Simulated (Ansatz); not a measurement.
# AsH3+ (doublet): from Hartree-Fock to the top rungs at scale of all distances = 1.727, 6-31G

How much of the correlation energy of AsH3+ (doublet) does each wave-function method recover here?

The runs use Ansatz 0.2.0, Gaussian basis; 6-31G, core rule «outside noble gas», up to 14 orbitals frozen.

To be run: UHF; CCSD(T) on ROHF; CCSD(T) on UHF; BCCD(T) on ROHF; CISD; CCSDT(Q) on ROHF; CCSDT(Q) on UHF; CASSCF and MRCISD+Q, 3 electrons in 3 orbitals; CASSCF and NEVPT2, 3 electrons in 3 orbitals; CASSCF and MRCISD+Q, 7 electrons in 7 orbitals; CASSCF and NEVPT2, 7 electrons in 7 orbitals; Full CI.

30 further runs of the same task are left out: 1 for a known fault of the program, 28 that didn't finish, 1 set aside as unsound or not needed.

### Step 1. The geometry

The geometry derives from a PBE0/def2-TZVP stationary point (not a proven minimum). All distances are scaled together. No spin-orbit coupling is included. The filled d shell of As may be among the frozen orbitals whatever the setting's name suggests; the logs give the count.

4 atoms, charge 1, spin multiplicity 2.

Atoms are counted from 1 here; the program's logs count them from 0.

No contacts short enough for the rule that draws bonds.

### Step 2. UHF

The input, in.yaml:

```yaml
crystal:
  periodic: [false, false, false]
  atoms:
    - {symbol: As, position_ang: [0.000093, -0.000023, -0.027960]}
    - {symbol: H, position_ang: [2.480259, 0.023746, 0.701044]}
    - {symbol: H, position_ang: [-1.263669, 2.138956, 0.686817]}
    - {symbol: H, position_ang: [-1.223530, -2.161008, 0.690458]}
basis:
  gaussian: {orbitals: 6-31G}
total_charge: 1
magnetization: {spin_polarized: true, initial_magnetization: 1}
hamiltonian: {xc: hf}
output: {orbitals: {seedname: orbitals}}
```

The run is started by

```sh
$ ansatz run in.yaml --threads 1 --pin off --events-out ev --progress --plain --max-ram 2393MiB
```

Further steps of the session: CCSD(T) on ROHF; CCSD(T) on UHF; BCCD(T) on ROHF; CISD; CCSDT(Q) on ROHF; CCSDT(Q) on UHF; CASSCF and MRCISD+Q, 3 electrons in 3 orbitals; CASSCF and NEVPT2, 3 electrons in 3 orbitals; CASSCF and MRCISD+Q, 7 electrons in 7 orbitals; CASSCF and NEVPT2, 7 electrons in 7 orbitals; Full CI.

**Question.** What will the summary of the whole plan be? Wanted: FCI below the RHF energy; RMP2 from FCI; UMP2 from FCI; RCCSD from FCI; RCCSD(T) from FCI; UCCSD(T) from FCI; RCCSDT(Q) from FCI; UCCSDT(Q) from FCI; NEVPT2 valence from FCI.

As calculated:

| quantity | value |
| --- | --- |
| FCI below the RHF energy | -4.7978 eV |
| RMP2 from FCI | +56.63 kcal/mol |
| UMP2 from FCI | +26.74 kcal/mol |
| RCCSD from FCI | +12.62 kcal/mol |
| RCCSD(T) from FCI | +4.48 kcal/mol |
| UCCSD(T) from FCI | +5.00 kcal/mol |
| RCCSDT(Q) from FCI | -0.10 kcal/mol |
| UCCSDT(Q) from FCI | +2.61 kcal/mol |
| NEVPT2 valence from FCI | +2.12 kcal/mol |
| MRCISD+Q valence from FCI | +0.01 kcal/mol |
| levels within 1 kcal/mol (43 meV) | RCCSDT(Q), MRCISD valence, MRCISD+Q valence |
| T1 diagnostic | 0.077 |
| effectively unpaired electrons | 2.58 |

In words: RCCSD(T) lands +4.48 kcal/mol from the yardstick (4.0 % of the correlation energy). CCSD(T) misses by +4.48 kcal/mol on the restricted determinant and by +5.00 kcal/mol on the unrestricted one; the two need not hold the same state or core. RCCSDT(Q) falls below full CI, which methods that aren't variational can do. The occupations show strong static correlation (2.6 unpaired electrons where one determinant has 1). Of the multireference levels listed MRCISD+Q valence comes nearest in total energy (+0.01 kcal/mol), which doesn't show that its space is the better one. Coupled cluster took another determinant than the lowest Hartree-Fock one. These misses are within one basis, not against nature; the frozen cores of restricted and unrestricted runs differ, which can shift their rows.
